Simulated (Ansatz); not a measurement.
# Ba2Nb: the cost of one run

Computed with Ansatz 0.2.0 (DFT PBE, scalar-relativistic, plane waves, PAW, unless a step's input says otherwise).

**1. The structure to begin with**

It takes space group Fm-3m (No. 225, cubic). Conventional cell: a = 7.094 Å, b = 7.094 Å, c = 7.094 Å, α = 90.00°, β = 90.00°, γ = 90.00°. Around Ba (site symmetry -43m) lie 4 Nb at 3.07 Å. Around Nb (site symmetry m-3m) lie 8 Ba at 3.07 Å.

As a file:

```cif
data_structure
_symmetry_space_group_name_H-M 'P 1'
_symmetry_Int_Tables_number 1
_cell_length_a 5.0164
_cell_length_b 5.0164
_cell_length_c 5.0164
_cell_angle_alpha 60.000
_cell_angle_beta 60.000
_cell_angle_gamma 60.000
_cell_volume 89.26
loop_
_atom_site_label
_atom_site_type_symbol
_atom_site_fract_x
_atom_site_fract_y
_atom_site_fract_z
_atom_site_occupancy
Ba1 Ba 0.25000 0.25000 0.25000 1
Ba2 Ba 0.75000 0.75000 0.75000 1
Nb1 Nb 0.00000 0.00000 0.00000 1
```

(A quick probe on a coarse mesh, which set the mesh and smearing, is not shown.)

**3. Coarse relaxation**

input.yaml reads:

```yaml
crystal:
  lattice:
    - [0.0, 3.5471376996, 3.5471376996]
    - [3.5471376996, 0.0, 3.5471376996]
    - [3.5471376996, 3.5471376996, 0.0]
  atoms:
    - { symbol: Ba, position: [0.25, 0.25, 0.25] }
    - { symbol: Ba, position: [0.75, 0.75, 0.75] }
    - { symbol: Nb, position: [0.0, 0.0, 0.0] }
basis:
  ecutwfc: 420
kpoints:
  mp_grid: { grid: [4, 4, 4] }
hamiltonian:
  xc: pbe
scf:
  occupations: { method: gaussian, width: 0.1 }
  lower_state_search: "off"
output:
  forces: true
  stress: true
  eigenvalues: true
relax:
  adjacent_minimum: "off"
  f_tol: 0.04
  max_steps: 70
  cell: { stress_tol: 0.4 }
```

The run is started by

```sh
> ansatz run input.yaml --threads 1 --pin off --max-ram 2560MiB --backend cpu --events-out ev --progress --plain --runs-dir out
```

What time and memory should one allow on 1 thread of Arm Neoverse V2, shared host?

About 9.4 s, with a peak of 0.37 GiB.
